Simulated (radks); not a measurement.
**The first electron to leave As¹¹⁺**

As¹¹⁺ stands in [Ar] 3d(3/2: 4, 5/2: 0). From which sub-shell is an electron easiest to take? Each removal is a run of its own. The parent's configuration is the lowest that an earlier search found at this level.

The numbers are computed with radks (a radial shooting solver on a logarithmic mesh, Libxc functionals) version 1 (Dirac Kohn-Sham, relativistic LDA (MacDonald-Vosko exchange, VWN5 correlation), spin-unpolarised, spherical densities, finite nucleus), except any that are marked as measured or tabulated.

## (1) Starting point

```
element            : arsenic (Z = 33)
charge             : +11
electrons          : 22
configuration      : [Ar] 3d(3/2: 4, 5/2: 0)
nuclear rms radius : 4.0968 fm
```

A shell typed twice in an input gives the lower j, then the higher j.

## (2) The parent, As¹¹⁺

The parent was computed earlier with the same settings: E = -2204.550784 hartree. Its outer levels (eV):

| level | occupation | energy (eV) |
| --- | --- | --- |
| 2s1/2 | 2 | -1789.3 |
| 2p1/2 | 2 | -1634.4 |
| 2p3/2 | 4 | -1598.0 |
| 3s1/2 | 2 | -460.87 |
| 3p1/2 | 2 | -408.00 |
| 3p3/2 | 4 | -401.86 |
| 3d3/2 | 4 | -312.55 |
| 3d5/2 | 0 | -311.45 |

## (3) Remove 3d3/2: [Ar] 3d(3/2: 3, 5/2: 0)

Settings of this run:

```text
Z 33
configuration [Ar] 3d3 3d0
relativity Dirac
functional lda_x_rel,vwn5
spin unpolarised
j_filling energy
nucleus finite rms 4.0968 fm
c 137.035999084
```

## (4) Remove 3p3/2: [Ne] 3s2 3p(1/2: 2, 3/2: 3) 3d(3/2: 4, 5/2: 0)

Settings, as their differences from step 3:

```diff
@@ -1,3 +1,3 @@
 Z 33
-configuration [Ar] 3d3 3d0
+configuration [Ne] 3s2 3p2 3p3 3d4 3d0
 relativity Dirac
```

## (5) Remove 3p1/2: [Ne] 3s2 3p(1/2: 1, 3/2: 4) 3d(3/2: 4, 5/2: 0)

Settings, as their differences from step 4:

```diff
@@ -1,3 +1,3 @@
 Z 33
-configuration [Ne] 3s2 3p2 3p3 3d4 3d0
+configuration [Ne] 3s2 3p1 3p4 3d4 3d0
 relativity Dirac
```

## (6) Remove 3s1/2: [Ne] 3s1 3p6 3d(3/2: 4, 5/2: 0)

Settings, as their differences from step 5:

```diff
@@ -1,3 +1,3 @@
 Z 33
-configuration [Ne] 3s2 3p1 3p4 3d4 3d0
+configuration [Ne] 3s1 3p6 3d4 3d0
 relativity Dirac
```

What does the calculation give? Wanted: for each run, case; final configuration; Δ-SCF; −ε of the level emptied.

As calculated:

| case | final configuration | Δ-SCF (eV) | −ε of the level emptied (eV) |
| --- | --- | --- | --- |
| remove 3d3/2 | [Ar] 3d(3/2: 3, 5/2: 0) | 332.65 | 312.55 |
| remove 3p3/2 | [Ne] 3s2 3p(1/2: 2, 3/2: 3) 3d(3/2: 4, 5/2: 0) | 421.00 | 401.86 |
| remove 3p1/2 | [Ne] 3s2 3p(1/2: 1, 3/2: 4) 3d(3/2: 4, 5/2: 0) | 427.35 | 408.00 |
| remove 3s1/2 | [Ne] 3s1 3p6 3d(3/2: 4, 5/2: 0) | 480.08 | 460.87 |

The 3d3/2 electron leaves first, at 332.65 eV; the next cheapest, 3p3/2, costs 421.00 eV. 3d3/2 is also the highest occupied level of the parent. NIST lists 333 eV (theoretical), between the same two configurations. Spin polarisation and multiplet splitting are left out, so open shells lie too high by an amount that depends on their filling.
